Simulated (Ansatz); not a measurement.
MgW:

```
W Mg
1.0
     4.68000    0.00000    0.00000
     0.00000    5.66000    0.00000
    -0.02834    0.00000    4.91992
W Mg
2 2
Cartesian
  -0.0071 1.0301 1.2300
  -0.0213 4.6299 3.6899
  2.3329 3.8488 1.2300
  2.3187 1.8112 3.6899
```

- Program: Ansatz 0.2.0
- Task: single point
- Functional: PBE
- Potentials or basis: Ansatz PAW
- Cutoff: 420 eV (not typed: the program's choice for these potentials)
- k mesh: 6 × 5 × 6
- Occupations: fermi-dirac, width 0.05 eV
- Spin: no spin polarisation

On this cell: pressure -20.6 GPa; largest force 2.818 eV/Å; band gap on the k mesh none (metal or under the smearing width).

The same run follows on a disturbed copy (atoms moved at random, drawn with an rms of 0.05 Å):

```
W Mg
1.0
     4.68000    0.00000    0.00000
     0.00000    5.66000    0.00000
    -0.02834    0.00000    4.91992
W Mg
2 2
Direct
  0.00121 0.18577 0.24305
  0.00819 0.82456 0.75663
  0.50073 0.68779 0.24759
  0.51196 0.31626 0.75361
```

**Question.** What changes?

**Answer.** The energy (extrapolated to zero smearing) moves by -22.5 meV/atom; pressure -20.6 GPa; largest force 2.889 eV/Å; band gap on the k mesh none (metal or under the smearing width).

Forces on the atoms (eV/Å):
```
W    0.092 -2.870 -0.234
W   -0.096  2.878  0.238
Mg   0.003  0.572 -0.016
Mg   0.001 -0.580  0.013
```

Stress tensor (GPa, compression positive):
```
-16.21   0.13   0.13
  0.13 -22.09  -0.37
  0.13  -0.37 -23.51
```

Caveats: so large a pressure means that the cell lies far from this level's equilibrium, or that cutoff or potentials fall short (some runs); forces of over 1 eV/Å show positions far from the minimum, so gaps and moduli don't describe the material at rest (some runs).
